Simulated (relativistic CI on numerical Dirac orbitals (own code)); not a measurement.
**Pr XIX (Pr¹⁸⁺): levels and lines**

The task is the spectrum of Pr¹⁸⁺: levels, purity of their labels, lifetimes and lines; runs with one setting changed show what the result hangs on.

Method: Dirac-Coulomb-Breit CI, KLI orbitals optimised for each configuration, model QED (radiative potential, 1s self-energy scaled to tabulated hydrogen-like ionisation energies). Code: relativistic CI on numerical Dirac orbitals (own code) version 4.

## Step 1: The system

| Quantity | Value |
| --- | --- |
| ion | Pr¹⁸⁺ (Pr XIX) |
| nuclear charge | 59 |
| electrons | 41 |
| isotope | A = 141 |
| first configuration typed | [Kr] 4d5 |

Outer shells as boxes (Hund's rule):

first configuration typed
```
[Kr] core
4d [↑ ][↑ ][↑ ][↑ ][↑ ]
```

## Step 2: Base run

The run's settings:

```ini
atom Pr  Z=59  charge=18  electrons=41
nucleus A=141  rms_radius_fm=4.8919
hamiltonian dirac-coulomb  breit=on  qed=on  c_scale=1
orbitals kli  potential=per-configuration
slater_scale 1
correlation none
mixing on
configurations
  [Kr] 4d5
  [Ar] 3d10 4s2 4p5 4d6
  [Kr] 4d4 4f
  [Ar] 3d10 4s 4p6 4d6
  [Ar] 3d10 4s2 4p5 4d5 4f
  [Kr] 4d4 5s
  [Ar] 3d10 4s 4p6 4d5 4f
  [Kr] 4d4 5p
  [Kr] 4d3 4f 5s
  [Kr] 4d4 5d
  [Kr] 4d3 5s 5p
  [Ar] 3d10 4s2 4p5 4d5 5s
  [Kr] 4d4 5f
  [Kr] 4d4 6s
  [Kr] 4d4 5g
  [Kr] 4d4 6p
  [Kr] 4d4 6f
  [Ar] 3d10 4p6 4d6 4f
  [Ar] 3d10 4p6 4d7
  [Ar] 3d10 4p5 4d8
  [Ar] 3d10 4p5 4d7 4f
  [Kr] 4d3 5s2
  [Kr] 4d2 4f 5s2
  [Ar] 3d10 4s2 4p5 4d3 4f 5s2
  [Ar] 3d10 4s 4p6 4d3 4f 5s2
end
```

Started as:

```console
$ python run_levels.py task.json out
```

task.json lists these runs, among others, and the program works through them in turn.

The program writes no log. Results of the run, from its result record (rounded, main fields):

```text
status: converged
levels [i, E_cm, J2, conf, term, w_term, jj, w_jj, g, tau_s]:
  - [0, 0, 5, "4s2 4p6 4d5", "6S", 0.7852, "4d3/2^3 4d5/2^2", 0.3986, 1.903, "-"]
  - [1, 42493.118, 5, "4s2 4p6 4d5", "4G", 0.3121, "4d5/2", 0.6109, 1.016, 0.001793]
  - [2, 58321.261, 7, "4s2 4p6 4d5", "4G", 0.6181, "4d3/2^3 4d5/2^2", 0.8499, 1.089, 0.006976]
  - [3, 60694.249, 11, "4s2 4p6 4d5", "4G", 0.6947, "4d3/2^3 4d5/2^2", 0.7695, 1.202, "-"]
  - [4, 62967.786, 3, "4s2 4p6 4d5", "4D", 0.4883, "4d3/2^3 4d5/2^2", 0.8796, 1.324, 0.0008529]
  - [5, 64926.612, 9, "4s2 4p6 4d5", "4G", 0.7809, "4d3/2^3 4d5/2^2", 0.5721, 1.165, 0.102]
  - [6, 65286.667, 5, "4s2 4p6 4d5", "4G", 0.383, "4d3/2^3 4d5/2^2", 0.4916, 1.088, 0.00123]
  - [7, 73829.966, 1, "4s2 4p6 4d5", "4P", 0.5394, "4d3/2^3 4d5/2^2", 0.586, 1.609, 0.01637]
  - [8, 81364.86, 7, "4s2 4p6 4d5", "4D", 0.5912, "4d3/2^2 4d5/2^3", 0.6804, 1.283, 0.002962]
  - [9, 88035.289, 5, "4s2 4p6 4d5", "2D", 0.3458, "4d3/2^3 4d5/2^2", 0.5114, 1.255, 0.0007495]
  - [10, 90359.66, 11, "4s2 4p6 4d5", "2I", 0.6893, "4d3/2^2 4d5/2^3", 0.818, 1.01, 0.00261]
  - [11, 95730.352, 7, "4s2 4p6 4d5", "2F", 0.398, "4d3/2^3 4d5/2^2", 0.6441, 1.122, 0.00362]
  - [12, 96724.637, 1, "4s2 4p6 4d5", "4D", 0.6107, "4d3/2^2 4d5/2^3", 0.8389, 0.9661, 0.001533]
  - [13, 99408.02, 13, "4s2 4p6 4d5", "2I", 0.984, "4d3/2^2 4d5/2^3", 0.984, 1.075, 0.01381]
  - [14, 100698.1, 3, "4s2 4p6 4d5", "4D", 0.382, "4d3/2^2 4d5/2^3", 0.6074, 1.263, 0.001047]
  - [15, 100807.8, 9, "4s2 4p6 4d5", "2G", 0.5082, "4d3/2^2 4d5/2^3", 0.592, 1.147, 0.002518]
  - [16, 105995.34, 3, "4s2 4p6 4d5", "4F", 0.5371, "4d3/2^2 4d5/2^3", 0.7359, 0.7868, 0.0005162]
  - [17, 109970.41, 5, "4s2 4p6 4d5", "2F", 0.3717, "4d3/2^2 4d5/2^3", 0.6726, 1.023, 0.0006215]
  - [18, 122291.06, 9, "4s2 4p6 4d5", "2H", 0.5079, "4d3/2^2 4d5/2^3", 0.976, 1.11, 0.0005627]
  - [19, 124334.83, 7, "4s2 4p6 4d5", "2G", 0.6132, "4d3/2^2 4d5/2^3", 0.9313, 0.9928, 0.002849]
  - [20, 125290.75, 5, "4s2 4p6 4d5", "2F", 0.2882, "4d3/2^2 4d5/2^3", 0.4856, 1.123, 0.0003891]
  - [21, 133528.18, 5, "4s2 4p6 4d5", "2F", 0.411, "4d3/2^2 4d5/2^3", 0.5681, 1.055, 0.0004443]
  - [22, 134135.39, 3, "4s2 4p6 4d5", "2D", 0.6048, "4d3/2 4d5/2^4", 0.4247, 0.7312, 0.001216]
  - [23, 139512.51, 7, "4s2 4p6 4d5", "2F", 0.6975, "4d3/2 4d5/2^4", 0.4702, 1.102, 0.0005031]
  - [24, 144338.16, 1, "4s2 4p6 4d5", "2S", 0.7504, "4d3/2^2 4d5/2^3", 0.3807, 1.949, 0.0005745]
  - "... 375 more rows left out ..."
lines, the strongest and those to the lowest levels [upper, lower, type, S_au, A_per_s, branching]:
  - [1, 0, "M1", 1.617, 557.8, 0.9999]
  - [2, 0, "M1", 0.08677, 58.04, 0.4049]
  - [2, 1, "M1", 6.373, 85.21, 0.5944]
  - [4, 0, "M1", 0.6368, 1072, 0.9144]
  - [4, 1, "M1", 1.732, 100.2, 0.08548]
  - [6, 0, "M1", 0.348, 435.3, 0.5355]
  - [6, 1, "M1", 7.04, 374.8, 0.4611]
  - [8, 0, "M1", 0.05805, 105.4, 0.3123]
  - [8, 2, "M1", 2.997, 123.6, 0.3662]
  - [9, 0, "M1", 0.2438, 747.8, 0.5605]
  - [9, 1, "M1", 0.7897, 335.3, 0.2513]
  - [9, 2, "M1", 1.854, 218.6, 0.1639]
  - [11, 1, "M1", 0.07221, 36.73, 0.133]
  - [11, 2, "M1", 0.1822, 32.16, 0.1164]
  - [14, 0, "M1", 0.1002, 689.6, 0.7217]
  - [15, 2, "M1", 0.9452, 195.5, 0.4924]
  - [16, 0, "M1", 0.02672, 214.6, 0.1108]
  - [16, 1, "M1", 0.4081, 704.8, 0.3638]
  - [17, 0, "M1", 0.01223, 73.11, 0.04544]
  - [17, 1, "M1", 0.04638, 64.06, 0.03982]
  - [17, 2, "M1", 0.2938, 182, 0.1131]
  - [18, 2, "M1", 0.4388, 309.8, 0.1744]
  - [20, 0, "M1", 0.03557, 314.5, 0.1224]
  - [20, 1, "M1", 0.03404, 86.86, 0.0338]
  - [20, 2, "M1", 0.3546, 478.8, 0.1863]
  - [21, 0, "M1", 0.01196, 128, 0.05687]
  - [21, 2, "M1", 0.1288, 246.2, 0.1094]
  - [22, 0, "M1", 0.004193, 68.23, 0.08297]
  - [78, 3, "E1", 0.1161, 1.443e+10, 0.9272]
  - [79, 3, "E1", 0.1016, 1.537e+10, 0.7817]
  - [99, 13, "E1", 0.1721, 1.786e+10, 0.8916]
  - [106, 10, "E1", 0.136, 1.721e+10, 0.7905]
  - [143, 13, "E1", 0.1169, 1.638e+10, 0.7871]
  - [201, 26, "E1", 0.07095, 1.149e+10, 0.6263]
  - [282, 13, "E1", 0.05679, 1.028e+10, 0.8041]
  - [293, 13, "E1", 0.05905, 9.299e+09, 0.6681]
n_levels_all: 9974
total_energy [Ha]: -9103.2789775
configurations [conf, odd, states, E_av_cm, breit_Ha, qed_Ha, corr_Ha]:
  - ["4s2 4p6 4d5", 0, 252, 152472, 7.803, 5.23, "-"]
  - ["4s2 4p5 4d6", 1, 1260, 1.11193e+06, 7.788, 5.229, "-"]
  - ["4s2 4p6 4d4 4f", 1, 2940, 1.16665e+06, 7.795, 5.231, "-"]
  - ["4s 4p6 4d6", 0, 420, 1.79388e+06, 7.792, 5.215, "-"]
  - ["4s2 4p5 4d5 4f", 0, 21168, 2.11259e+06, 7.781, 5.23, "-"]
  - ["4s2 4p6 4d4 5s", 0, 420, 1.44736e+06, 7.804, 5.237, "-"]
  - ["4s 4p6 4d5 4f", 1, 7056, 2.79674e+06, 7.784, 5.215, "-"]
  - ["4s2 4p6 4d4 5p", 1, 1260, 1.6973e+06, 7.805, 5.232, "-"]
  - ["4s2 4p6 4d3 4f 5s", 1, 3360, 2.46726e+06, 7.796, 5.237, "-"]
  - ["4s2 4p6 4d4 5d", 0, 2100, 2.06605e+06, 7.8, 5.231, "-"]
  - ["4s2 4p6 4d3 5s 5p", 1, 1440, 3.02718e+06, 7.806, 5.238, "-"]
  - ["4s2 4p5 4d5 5s", 1, 3024, 2.40082e+06, 7.789, 5.235, "-"]
  - ["4s2 4p6 4d4 5f", 1, 2940, 2.44963e+06, 7.797, 5.231, "-"]
  - ["4s2 4p6 4d4 6s", 0, 420, 2.55141e+06, 7.8, 5.234, "-"]
  - "... 11 more rows left out ..."
radial 4s2 4p6 4d5 [Ha, bohr]: {"<r^-3>(4d)": 54.442, "<r^1>(4d)": 0.64444, "<r^2>(4d)": 0.47466, "<r^4>(4d)": 0.33657, "F2(4d,4d)": 0.71651, "F4(4d,4d)": 0.48551, "zeta(4d)": 0.06566}
radial 4s2 4p5 4d6 [Ha, bohr]: {"<r^-3>(4p)": 385.09, "<r^1>(4p)": 0.61694, "<r^2>(4p)": 0.43018, "<r^4>(4p)": 0.26569, "zeta(4p)": 0.57706, "<r^-3>(4d)": 54.5, "<r^1>(4d)": 0.6443, "<r^2>(4d)": 0.47448, "<r^4>(4d)": 0.33641, "F2(4d,4d)": 0.71655, "F4(4d,4d)": 0.48552, "F2(4p,4d)": 0.73582, "G1(4p,4d)": 0.92815, "G3(4p,4d)": 0.58861, "zeta(4d)": 0.065437}
ionisation_energy [eV]: 516.177
```

Wall time 20 s (1 thread of Intel Xeon Platinum 8259CL at 2.50GHz (Skylake/Cascade Lake), shared host).

The lowest levels, by name:

```tsv
level	energy (cm⁻¹)	LS purity (%)	jj purity (%)	radiative lifetime (s)
4d5 6S5/2	0.0	79	40	-
4d5 [4d5/2] J=5/2	42493	31	61	0.0018
4d5 [4d3/2^3 4d5/2^2] J=7/2	58321	62	85	0.007
4d5 4G11/2	60694	69	77	-
4d5 [4d3/2^3 4d5/2^2] J=3/2	62968	49	88	0.00085
4d5 4G9/2	64927	78	57	0.1
4d5 4G5/2 + 4D (ii)	65287	38	49	0.0012
4d5 4P1/2	73830	54	59	0.016
4d5 4D7/2	81365	59	68	0.003
4d5 2D5/2 + 4D	88035	35	51	0.00075
4d5 2I11/2	90360	69	82	0.0026
4d5 [4d3/2^3 4d5/2^2] J=7/2 (ii)	95730	40	64	0.0036
4d5 [4d3/2^2 4d5/2^3] J=1/2	96725	61	84	0.0015
4d5 2I13/2	99408	98	98	0.014
```

Where the configurations lie:

```tsv
configuration	levels among the lowest 60	parity	lowest (cm⁻¹)	highest (cm⁻¹)
4d5	37	even	0.0	247118
4p5 4d6	23	odd	850510	934625
```

Strongest E1 lines among the lowest 400 of 9974 levels, by gA:

```tsv
upper	lower	wavelength (nm)	A (1/s)
4p5 4d6 [4p3/2^3 4d3/2^2 4d5/2^4] J=13/2° (ii)	4d5 2I13/2	11.17	1.79e+10
4p5 4d6 2I°11/2 + 4H°	4d5 2I11/2	11.01	1.72e+10
4p5 4d6 4G°11/2 + 4d4 4f 4K° (v)	4d5 2I13/2	10.64	1.64e+10
4p5 4d6 4G°11/2 + 4d4 4f 4G° (iii)	4d5 4G11/2	11.08	1.44e+10
4p5 4d6 4G°9/2 + 4F° (ii)	4d5 4G11/2	11.02	1.54e+10
4d4 4f 2I°13/2 + 4p5 4d6 2I° (ii)	4d5 2I13/2	9.722	9.3e+09
4d4 4f 2H°11/2 + 2I° (iii)	4d5 2I13/2	9.771	1.03e+10
4d4 4f 2H°9/2 + 4I°	4d5 [4d3/2 4d5/2^4] J=11/2	10.77	1.15e+10
4p5 4d6 4F°9/2 + 2G° (v)	4d5 2I11/2	10.77	1.13e+10
4d4 4f 4K°11/2 + 2H°	4d5 2I13/2	10.70	9.16e+09
```

## Step 3: Correlation estimate p86

Settings: those of step 2 with these lines changed.

```diff
@@ -5,3 +5,3 @@
 slater_scale 1
-correlation none
+correlation p86
 mixing on
```

Main fields:

```text
status: converged
levels [i, E_cm, J2, conf, term, w_term, w_jj]:
  - [0, 0, 5, "4s2 4p6 4d5", "6S", 0.7853, 0.3986]
  - [1, 42494.642, 5, "4s2 4p6 4d5", "4G", 0.3121, 0.6109]
  - [2, 58323.988, 7, "4s2 4p6 4d5", "4G", 0.6181, 0.8499]
  - [3, 60697.073, 11, "4s2 4p6 4d5", "4G", 0.6947, 0.7696]
  - [4, 62969.522, 3, "4s2 4p6 4d5", "4D", 0.4882, 0.8796]
  - [5, 64929.632, 9, "4s2 4p6 4d5", "4G", 0.7809, 0.5721]
  - [6, 65289.133, 5, "4s2 4p6 4d5", "4G", 0.383, 0.4916]
  - [7, 73831.156, 1, "4s2 4p6 4d5", "4P", 0.5396, 0.586]
  - [8, 81368.715, 7, "4s2 4p6 4d5", "4D", 0.5912, 0.6804]
  - [9, 88036.876, 5, "4s2 4p6 4d5", "2D", 0.3458, 0.5115]
  - [10, 90363.317, 11, "4s2 4p6 4d5", "2I", 0.6893, 0.818]
  - [11, 95734.54, 7, "4s2 4p6 4d5", "2F", 0.398, 0.6441]
  - "... 388 more rows left out ..."
n_levels_all: 9974
total_energy [Ha]: -9106.0595073
configurations [conf, odd, states, E_av_cm, breit_Ha, qed_Ha, corr_Ha]:
  - ["4s2 4p6 4d5", 0, 252, 152441, 7.803, 5.23, -2.781]
  - ["4s2 4p5 4d6", 1, 1260, 1.11297e+06, 7.788, 5.229, -2.776]
  - ["4s2 4p6 4d4 4f", 1, 2940, 1.16756e+06, 7.795, 5.231, -2.776]
  - ["4s 4p6 4d6", 0, 420, 1.7954e+06, 7.792, 5.215, -2.774]
  - ["4s2 4p5 4d5 4f", 0, 21168, 2.11453e+06, 7.781, 5.23, -2.772]
  - ["4s2 4p6 4d4 5s", 0, 420, 1.45782e+06, 7.804, 5.237, -2.733]
  - ["4s 4p6 4d5 4f", 1, 7056, 2.79916e+06, 7.784, 5.215, -2.77]
  - ["4s2 4p6 4d4 5p", 1, 1260, 1.70863e+06, 7.805, 5.232, -2.729]
  - ["4s2 4p6 4d3 4f 5s", 1, 3360, 2.47834e+06, 7.796, 5.237, -2.73]
  - ["4s2 4p6 4d4 5d", 0, 2100, 2.07826e+06, 7.8, 5.231, -2.725]
  - ["4s2 4p6 4d3 5s 5p", 1, 1440, 3.04432e+06, 7.806, 5.238, -2.702]
  - ["4s2 4p5 4d5 5s", 1, 3024, 2.41219e+06, 7.789, 5.235, -2.729]
  - ["4s2 4p6 4d4 5f", 1, 2940, 2.46493e+06, 7.797, 5.231, -2.711]
  - ["4s2 4p6 4d4 6s", 0, 420, 2.56156e+06, 7.8, 5.234, -2.734]
  - "... 11 more rows left out ..."
ionisation_energy [eV]: 518.016
```

Wall time 19 s (1 thread of Intel Xeon Platinum 8259CL at 2.50GHz (Skylake/Cascade Lake), shared host).

How the levels moved (cm⁻¹, from the main run's lowest level):

```tsv
level	main run	shift
4d5 [4d5/2] J=5/2	42493	+1.5
4d5 [4d3/2^3 4d5/2^2] J=7/2	58321	+2.7
4d5 4G11/2	60694	+2.8
4d5 [4d3/2^3 4d5/2^2] J=3/2	62968	+1.7
4d5 4G9/2	64927	+3.0
4d5 4G5/2 + 4D (ii)	65287	+2.5
4d5 4P1/2	73830	+1.2
4d5 4D7/2	81365	+3.9
4d5 2D5/2 + 4D	88035	+1.6
4d5 2I11/2	90360	+3.7
4d5 [4d3/2^3 4d5/2^2] J=7/2 (ii)	95730	+4.2
4d5 [4d3/2^2 4d5/2^3] J=1/2	96725	+2.3
```

## Step 4: Non-relativistic limit (c × 1000)

Settings: those of step 3 with these lines changed.

```diff
@@ -2,6 +2,6 @@
 nucleus A=141  rms_radius_fm=4.8919
-hamiltonian dirac-coulomb  breit=on  qed=on  c_scale=1
+hamiltonian dirac-coulomb  breit=off  qed=off  c_scale=1000
 orbitals kli  potential=per-configuration
 slater_scale 1
-correlation p86
+correlation none
 mixing on
```

Main fields:

```text
status: converged
levels [i, E_cm, J2, conf, term, w_term, w_jj]:
  - [0, 0, 5, "4s2 4p6 4d5", "6S", 0.9831, 0.4231]
  - [1, 60043.453, 5, "4s2 4p6 4d5", "4G", 0.9825, 0.3957]
  - [2, 60043.453, 7, "4s2 4p6 4d5", "4G", 0.9825, 0.436]
  - [3, 60043.453, 9, "4s2 4p6 4d5", "4G", 0.9825, 0.655]
  - [4, 60043.453, 11, "4s2 4p6 4d5", "4G", 0.9825, 0.5109]
  - [5, 74532.971, 7, "4s2 4p6 4d5", "4D", 0.9818, 0.533]
  - [6, 74532.971, 5, "4s2 4p6 4d5", "4D", 0.9818, 0.4414]
  - [7, 74532.971, 3, "4s2 4p6 4d5", "4D", 0.9818, 0.3927]
  - [8, 74532.971, 1, "4s2 4p6 4d5", "4D", 0.9818, 0.7855]
  - [9, 76511.285, 5, "4s2 4p6 4d5", "4P", 0.9842, 0.3031]
  - [10, 76511.285, 3, "4s2 4p6 4d5", "4P", 0.9842, 0.5328]
  - [11, 76511.285, 1, "4s2 4p6 4d5", "4P", 0.9842, 0.5249]
  - "... 388 more rows left out ..."
n_levels_all: 9974
total_energy [Ha]: -8799.0398145
configurations [conf, odd, states, E_av_cm, breit_Ha, qed_Ha, corr_Ha]:
  - ["4s2 4p6 4d5", 0, 252, 139894, 0, 0, "-"]
  - ["4s2 4p5 4d6", 1, 1260, 998648, 0, 0, "-"]
  - ["4s2 4p6 4d4 4f", 1, 2940, 1.14201e+06, 0, 0, "-"]
  - ["4s 4p6 4d6", 0, 420, 1.51334e+06, 0, 0, "-"]
  - ["4s2 4p5 4d5 4f", 0, 21168, 1.9873e+06, 0, 0, "-"]
  - ["4s2 4p6 4d4 5s", 0, 420, 1.54179e+06, 0, 0, "-"]
  - ["4s 4p6 4d5 4f", 1, 7056, 2.50425e+06, 0, 0, "-"]
  - ["4s2 4p6 4d4 5p", 1, 1260, 1.73539e+06, 0, 0, "-"]
  - ["4s2 4p6 4d3 4f 5s", 1, 3360, 2.54888e+06, 0, 0, "-"]
  - ["4s2 4p6 4d4 5d", 0, 2100, 2.06978e+06, 0, 0, "-"]
  - ["4s2 4p6 4d3 5s 5p", 1, 1440, 3.17559e+06, 0, 0, "-"]
  - ["4s2 4p5 4d5 5s", 1, 3024, 2.39326e+06, 0, 0, "-"]
  - ["4s2 4p6 4d4 5f", 1, 2940, 2.44781e+06, 0, 0, "-"]
  - ["4s2 4p6 4d4 6s", 0, 420, 2.6003e+06, 0, 0, "-"]
  - "... 11 more rows left out ..."
```

Run time: 15 s. Hardware: 1 thread of Intel Xeon Platinum 8259CL at 2.50GHz (Skylake/Cascade Lake), shared host.

Shifts of the excitation energies against the main run, counted from its lowest level (cm⁻¹): (levels that can't be paired are left out)

```tsv
level	main run	shift
4d5 [4d5/2] J=5/2	42493	+17550.3
4d5 [4d3/2^3 4d5/2^2] J=7/2	58321	+1722.2
4d5 4G11/2	60694	-650.8
4d5 [4d3/2^3 4d5/2^2] J=3/2	62968	+11565.2
4d5 4G9/2	64927	-4883.2
4d5 4D7/2	81365	-6831.9
4d5 2I11/2	90360	-4646.9
```

## Step 5: The first 3 configurations alone

The run's settings:

```ini
atom Pr  Z=59  charge=18  electrons=41
nucleus A=141  rms_radius_fm=4.8919
hamiltonian dirac-coulomb  breit=on  qed=on  c_scale=1
orbitals kli  potential=per-configuration
slater_scale 1
correlation none
mixing on
configurations
  [Kr] 4d5
  [Ar] 3d10 4s2 4p5 4d6
  [Kr] 4d4 4f
end
```

Main fields:

```text
status: converged
levels [i, E_cm, J2, conf, term, w_term, w_jj]:
  - [0, 0, 5, "4p6 4d5", "6S", 0.787, 0.4074]
  - [1, 42860.587, 5, "4p6 4d5", "4G", 0.2816, 0.6329]
  - [2, 60136.425, 7, "4p6 4d5", "4G", 0.5998, 0.8819]
  - [3, 62978.022, 3, "4p6 4d5", "4D", 0.4443, 0.8842]
  - [4, 63206.194, 11, "4p6 4d5", "4G", 0.7022, 0.784]
  - [5, 66673.679, 5, "4p6 4d5", "4G", 0.3988, 0.5073]
  - [6, 67305.177, 9, "4p6 4d5", "4G", 0.7786, 0.5949]
  - [7, 73225.018, 1, "4p6 4d5", "4P", 0.6252, 0.5939]
  - [8, 83476.284, 7, "4p6 4d5", "4D", 0.5725, 0.6892]
  - [9, 87849.524, 5, "4p6 4d5", "2D", 0.3359, 0.5323]
  - [10, 94232.273, 11, "4p6 4d5", "2I", 0.6827, 0.8227]
  - [11, 97431.686, 1, "4p6 4d5", "4D", 0.6968, 0.8651]
  - [12, 97837.279, 7, "4p6 4d5", "2F", 0.3937, 0.6262]
  - [13, 99733.843, 3, "4p6 4d5", "4D", 0.4255, 0.5937]
  - [14, 103090.28, 9, "4p6 4d5", "2G", 0.4743, 0.6089]
  - [15, 104088.19, 13, "4p6 4d5", "2I", 1, 1]
  - "... 384 more rows left out ..."
n_levels_all: 563
total_energy [Ha]: -9103.1289888
configurations [conf, odd, states, E_av_cm, breit_Ha, qed_Ha, corr_Ha]:
  - ["4p6 4d5", 0, 252, 119553, 7.803, 5.23, "-"]
  - ["4p5 4d6", 1, 1260, 1.07901e+06, 7.788, 5.229, "-"]
  - ["4p6 4d4 4f", 1, 2940, 1.13373e+06, 7.795, 5.231, "-"]
```

Run time: 0.91 s. Hardware: 1 thread of Intel Xeon Platinum 8259CL at 2.50GHz (Skylake/Cascade Lake), shared host.

How the levels moved (cm⁻¹, from the main run's lowest level):

```tsv
level	main run	shift
4d5 [4d5/2] J=5/2	42493	+367.5
4d5 [4d3/2^3 4d5/2^2] J=7/2	58321	+1815.2
4d5 4G11/2	60694	+2511.9
4d5 [4d3/2^3 4d5/2^2] J=3/2	62968	+10.2
4d5 4G9/2	64927	+2378.6
4d5 4G5/2 + 4D (ii)	65287	+1387.0
4d5 4P1/2	73830	-604.9
4d5 4D7/2	81365	+2111.4
4d5 2D5/2 + 4D	88035	-185.8
4d5 2I11/2	90360	+3872.6
4d5 [4d3/2^3 4d5/2^2] J=7/2 (ii)	95730	+2106.9
4d5 [4d3/2^2 4d5/2^3] J=1/2	96725	+707.0
```

## Step 6: The runs side by side

| run | time | mean size of shift, levels followed (cm⁻¹) | lowest level | ionisation energy (eV) |
| --- | --- | --- | --- | --- |
| main run | 20 s | 0 | 4d5 6S5/2 | 516.18 |
| correlation estimate p86 | 19 s | 2.6 | 4d5 6S5/2 | 518.02 |
| non-relativistic limit (c × 1000) | 15 s | 6836 | 4d5 6S5/2 | - |
| the first 3 configurations alone | 0.91 s | 1505 | 4d5 6S5/2 | - |

The tabulated theoretical ionisation energy (NIST) is 516 eV.

## Step 7: What came out

| quantity | value |
| --- | --- |
| lowest level | 4d5 6S5/2 |
| first excitation | 4d5 [4d5/2] J=5/2, 42493 cm⁻¹ |
| lowest level of the other parity | 4p5 4d6 6F°11/2, 850510 cm⁻¹ |
| levels in the model | 9974 |
| fastest E1 line (by rate) to the lowest level among the lowest 400 of 9974 levels | 11.23 nm, from 4p5 4d6 6P°5/2 + 4d4 4f 6P° |
| ionisation energy | 516.18 eV |
| ionisation energy, tabulated theoretical (NIST) | 516 eV |

What this shows: The lowest level is 4d5 6S5/2, 79 % pure in LS and 40 % in jj coupling; over the low levels the means are 57 and 68 %, so jj coupling describes them better. The ionisation energy agrees with the tabulated theoretical value within its uncertainty of 3 eV. The largest mover is «non-relativistic limit (c × 1000)» (6836 cm⁻¹ on average). Lifetimes count radiative decay inside the model alone.
